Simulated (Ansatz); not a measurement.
# GaH3Se: a ladder of functionals and wavefunction methods

The task here is to estimate one member of a computed series from the others.

Method: functionals in def2-TZVPP, the program's frozen cores in correlated methods; program: Ansatz 0.2.0, Gaussian basis.

Levels to be run: LDA (SPW92), PBE-D4, revPBE-D4, BLYP-D4, r2SCAN-D4, B97M-V, PBE0-D4, B3LYP-D4, r2SCANh-D4, r2SCAN0-D4, HSE06-D4, BHLYP-D4, CAM-B3LYP-D4, LC-ωPBE, ωB97X-V, ωB97M-V, B2PLYP, PBE-QIDH; CCSD(T)/def2-SVP; CCSD(T)/def2-TZVPP; MP2/def2-QZVPP; extrapolation to the limit; RPA on PBE.

## Structure used throughout

All runs share one geometry, relaxed beforehand with PBE0-D4 in a triple-zeta def2 set.

SMILES `[GaH2][SeH]`, 5 atoms, charge 0, spin multiplicity 1.

Atoms are counted from 1 here; the program's logs count them from 0.

Bond lengths: Ga1–Se2 2.322 Å, Ga1–H3 1.560 Å, Ga1–H4 1.560 Å, Se2–H5 1.468 Å. Angles: Se2–Ga1–H3 118.4°, Se2–Ga1–H4 115.1°, H3–Ga1–H4 126.5°, Ga1–Se2–H5 93.6°.

Geometry (Å):

| atom | x (Å) | y (Å) | z (Å) |
| --- | --- | --- | --- |
| Ga1 | -0.4913 | -0.5106 | -0.1765 |
| Se2 | 0.7470 | 1.4391 | -0.4145 |
| H3 | -0.1839 | -1.4404 | 1.0378 |
| H4 | -1.5675 | -0.7503 | -1.2800 |
| H5 | 1.5456 | 1.1886 | 0.7919 |

The first run:

in.yaml reads:

```yaml
crystal:
  periodic: [false, false, false]
  atoms:
    - {symbol: Ga, position_ang: [-0.491318, -0.510643, -0.176533]}
    - {symbol: Se, position_ang: [0.747006, 1.439095, -0.414475]}
    - {symbol: H, position_ang: [-0.183897, -1.440426, 1.037764]}
    - {symbol: H, position_ang: [-1.567471, -0.750269, -1.280032]}
    - {symbol: H, position_ang: [1.545580, 1.188643, 0.791877]}
basis:
  gaussian: {orbitals: def2-TZVPP}
hamiltonian: {xc: lda}
output: {orbitals: {seedname: orbitals}}
```

Steps of the session up to this table: LDA; PBE-D4 (GGA); revPBE-D4 (GGA); BLYP-D4 (GGA); r2SCAN-D4 (meta-GGA); B97M-V (meta-GGA); PBE0-D4 (hybrid); B3LYP-D4 (hybrid); r2SCANh-D4 (hybrid); r2SCAN0-D4 (hybrid); HSE06-D4 (hybrid); BHLYP-D4 (hybrid); CAM-B3LYP-D4 (range-separated); LC-ωPBE-D4 (range-separated; the results give it without D4); ωB97X-V (range-separated); ωB97M-V (range-separated); B2PLYP (double hybrid); PBE-QIDH (double hybrid).

One table of the session follows, with a row left open; its other results are not shown here.

It belongs to the step «Orbital energies across the functionals». 

| functional | HOMO (eV) | LUMO (eV) | gap (eV) |
| --- | --- | --- | --- |
| LDA (SPW92) | -6.44 | -2.59 | 3.85 |
| PBE-D4 | -6.28 | -2.33 | 3.95 |
| revPBE-D4 | -6.22 | -2.22 | 4.00 |
| BLYP-D4 | -6.11 | -2.26 | 3.85 |
| r2SCAN-D4 | -6.54 | -2.09 | 4.45 |
| B97M-V | -6.59 | -2.27 | 4.32 |
| PBE0-D4 | -7.35 | -1.58 | 5.77 |
| B3LYP-D4 | -7.12 | -1.83 | 5.29 |
| r2SCANh-D4 | -6.94 | -1.83 | 5.11 |
| r2SCAN0-D4 | -7.53 | -1.44 | 6.09 |
| HSE06-D4 | ? | ? | ? |
| BHLYP-D4 | -8.27 | -0.84 | 7.42 |
| CAM-B3LYP-D4 | -8.59 | -0.70 | 7.89 |
| LC-ωPBE | -9.93 | 0.43 | 10.36 |
| ωB97X-V | -9.59 | 0.31 | 9.90 |
| ωB97M-V | -9.46 | 0.12 | 9.58 |

Q: Estimate the row for HSE06-D4 from the others.

As computed: HOMO (eV): -6.95; LUMO (eV): -1.95; gap (eV): 5.01. In the column «HOMO (eV)» it lies between B3LYP-D4 (-7.12) and r2SCANh-D4 (-6.94).
